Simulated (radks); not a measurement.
# Nuclear size and the levels of Sr

Aim: how the total energy, the levels and the density at the nucleus of Sr respond when the nuclear radius is scaled.

The numbers are computed with radks (a radial shooting solver on a logarithmic mesh, Libxc functionals) version 1 (Dirac Kohn-Sham, PBE, spin-unpolarised, spherical densities, finite nucleus), except any that are marked as measured or tabulated.

## (1) The atom as given

| Property | Result |
| --- | --- |
| element | strontium (Z = 38) |
| charge | 0 |
| electrons | 38 |
| configuration | [Kr] 5s2 |
| nuclear rms radius | 4.224 fm |

Outer shells as boxes (Hund's rule):

Sr
```
[Kr] core
5s [↑↓]
```

## (2) rms radius 4.224 fm

Settings of this run:

```text
Z 38
configuration [Kr] 5s2 4d0 5p0
relativity Dirac
functional pbe,pbe
spin unpolarised
j_filling average
nucleus finite rms 4.224 fm
c 137.035999084
```

## (3) rms radius 3.6833 fm

Settings, as their differences from step 2:

```diff
@@ -6,3 +6,3 @@
 j_filling average
-nucleus finite rms 4.224 fm
+nucleus finite rms 3.6833 fm
 c 137.035999084
```

## (4) rms radius 4.0762 fm

Settings, as their differences from step 3:

```diff
@@ -6,3 +6,3 @@
 j_filling average
-nucleus finite rms 3.6833 fm
+nucleus finite rms 4.0762 fm
 c 137.035999084
```

## (5) rms radius 4.4732 fm

Settings, as their differences from step 4:

```diff
@@ -6,3 +6,3 @@
 j_filling average
-nucleus finite rms 4.0762 fm
+nucleus finite rms 4.4732 fm
 c 137.035999084
```

## (6) rms radius 4.8914 fm

Settings, as their differences from step 5:

```diff
@@ -6,3 +6,3 @@
 j_filling average
-nucleus finite rms 4.4732 fm
+nucleus finite rms 4.8914 fm
 c 137.035999084
```

**Question.** What will these runs give? Wanted: for each run, rms radius; total energy shift; density at nucleus; 1s1/2 shift; 2s1/2 shift; 3p1/2 shift; 4s1/2 shift; 4p1/2 shift.

**Answer**, as computed:

```tsv
rms radius (fm)	total energy shift (eV)	density at nucleus (e/bohr³)	1s1/2 shift (meV)	2s1/2 shift (meV)	3p1/2 shift (meV)	4s1/2 shift (meV)	4p1/2 shift (meV)
3.6833	-0.199	6.173e+04	-84.3	-8.69	0.152	-0.168	0.0439
4.0762	-0.0569	6.118e+04	-24.1	-2.48	0.0435	-0.0480	0.0125
4.224	0	6.099e+04	0	0	0	0	0
4.4732	0.100	6.068e+04	42.4	4.37	-0.0765	0.0845	-0.0221
4.8914	0.280	6.02e+04	119	12.2	-0.214	0.236	-0.0617
```

What this shows: Shifts are against the first run. Over the range the 1s1/2 level moves by 0.203 eV and the 4p1/2 level by -0.106 meV. A larger nucleus binds the 1s electrons less and lowers the density at its centre. These are shifts of eigenvalues, not the field shifts of spectral lines.
